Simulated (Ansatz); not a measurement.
# CPt: the cost of one run

Program: Ansatz 0.2.0. Level of theory: the levels named in each step. These are calculated values, not measurements.

## 1. The structure to begin with

Bond lengths: C1–Pt2 1.782 Å.

Coordinates:

```xyz
2

C     0.0000    0.0000    0.0000
Pt    0.0000    0.0000    1.7817
```

## 2. A rough first relaxation, PBE-D4/def2-SVP

Input file input.yaml:

```yaml
crystal:
  periodic: [false, false, false]
  atoms:
    - { symbol: C, position_ang: [0.0, 0.0, 0.0] }
    - { symbol: Pt, position_ang: [0.0, 0.0, 1.78175] }
magnetization:
  spin_polarized: true
  initial_magnetization: 1
total_charge: 1
basis:
  gaussian: { orbitals: def2-SVP }
hamiltonian:
  xc: pbe
  dispersion: d4
relax:
  f_tol: 0.03
  max_steps: 200
```

Launch:

```
ansatz run input.yaml --threads 2 --pin off --max-ram 5120MiB --backend cpu --events-out ev --progress --plain --runs-dir out
```

Q: Estimate wall time and peak memory on 2 threads of Arm Neoverse V2, shared host.

About 4.7 s, with a peak of 0.11 GiB.
